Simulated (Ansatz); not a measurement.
# AlBrH₄SeSi: up Jacob's ladder to CCSD(T)

An exercise on one series of results from a longer session: the logs are not shown, and one member is left open.

The runs use Ansatz 0.2.0, Gaussian basis; functionals in def2-TZVPP, the program's frozen cores in correlated methods.

Levels to be run: LDA (SPW92), PBE-D4, revPBE-D4, BLYP-D4, r2SCAN-D4, B97M-V, PBE0-D4, B3LYP-D4, r2SCANh-D4, r2SCAN0-D4, HSE06-D4, BHLYP-D4, CAM-B3LYP-D4, LC-ωPBE, ωB97X-V, ωB97M-V, B2PLYP, PBE-QIDH; CCSD(T)/def2-SVP; CCSD(T)/def2-TZVPP; MP2/def2-QZVPP; extrapolation to the limit; RPA on PBE.

### The geometry

All runs share one geometry, relaxed beforehand with PBE0-D4 in a triple-zeta def2 set.

8 atoms, charge 0, spin multiplicity 1.

Atoms are counted from 1 here; the program's logs count them from 0.

Bond lengths: Al1–Se2 2.422 Å, Al1–Br4 2.634 Å, Al1–H5 1.579 Å, Al1–H6 1.580 Å, Se2–Si3 2.211 Å, Si3–Br4 2.315 Å, Si3–H7 1.480 Å, Si3–H8 1.480 Å. Angles: Se2–Al1–Br4 90.6°, Se2–Al1–H5 114.3°, Se2–Al1–H6 115.5°, Br4–Al1–H5 103.0°, Br4–Al1–H6 100.8°, H5–Al1–H6 123.8°, Al1–Se2–Si3 84.6°, Se2–Si3–Br4 105.2°, Se2–Si3–H7 117.0°, Se2–Si3–H8 115.8°, Br4–Si3–H7 102.7°, Br4–Si3–H8 103.9°, H7–Si3–H8 110.3°, Al1–Br4–Si3 77.9°.

The first run:

The input, in.yaml:

```yaml
crystal:
  periodic: [false, false, false]
  atoms:
    - {symbol: Al, position_ang: [-0.535122, 1.364352, -0.733554]}
    - {symbol: Se, position_ang: [1.234446, 1.025501, 0.884339]}
    - {symbol: Si, position_ang: [0.639005, -1.101593, 0.776505]}
    - {symbol: Br, position_ang: [-0.797161, -1.239253, -1.033393]}
    - {symbol: H, position_ang: [-0.035050, 1.837493, -2.155132]}
    - {symbol: H, position_ang: [-1.946430, 1.737357, -0.128437]}
    - {symbol: H, position_ang: [-0.187833, -1.624291, 1.887410]}
    - {symbol: H, position_ang: [1.720244, -2.056666, 0.446360]}
basis:
  gaussian: {orbitals: def2-TZVPP}
hamiltonian: {xc: lda}
output: {orbitals: {seedname: orbitals}}
```

Command:

```sh
> ansatz run in.yaml --threads 4 --pin off --events-out ev --progress --plain --max-ram 10444MiB
```

Steps of the session up to this table: LDA; PBE-D4 (GGA); revPBE-D4 (GGA); BLYP-D4 (GGA); r2SCAN-D4 (meta-GGA); B97M-V (meta-GGA); PBE0-D4 (hybrid); B3LYP-D4 (hybrid); r2SCANh-D4 (hybrid); r2SCAN0-D4 (hybrid); HSE06-D4 (hybrid); BHLYP-D4 (hybrid); CAM-B3LYP-D4 (range-separated); LC-ωPBE (range-separated); ωB97X-V (range-separated); ωB97M-V (range-separated); B2PLYP (double hybrid); PBE-QIDH (double hybrid).

One table of the session follows, with a row left open; its other results are not shown here.

It belongs to the step «Frontier levels by functional». 

```
  functional  HOMO (eV)  LUMO (eV)  gap (eV)
 LDA (SPW92)      -6.11      -2.44      3.68
      PBE-D4      -6.01      -2.18      3.83
   revPBE-D4      -5.97      -2.08      3.90
     BLYP-D4      -5.83      -2.01      3.82
   r2SCAN-D4      -6.30      -1.90      4.40
      B97M-V          ?          ?         ?
     PBE0-D4      -7.13      -1.35      5.78
    B3LYP-D4      -6.89      -1.52      5.37
  r2SCANh-D4      -6.70      -1.61      5.10
  r2SCAN0-D4      -7.32      -1.18      6.14
    HSE06-D4      -6.74      -1.72      5.02
    BHLYP-D4      -8.09      -0.41      7.68
CAM-B3LYP-D4      -8.36      -0.31      8.05
     LC-ωPBE      -9.71       0.78     10.49
     ωB97X-V      -9.38       0.68     10.06
     ωB97M-V      -9.24       0.45      9.68
```

**Question.** Estimate the row for B97M-V.

As computed: HOMO (eV): -6.40; LUMO (eV): -1.95; gap (eV): 4.45. In the column «HOMO (eV)» it lies between r2SCANh-D4 (-6.70) and r2SCAN-D4 (-6.30).
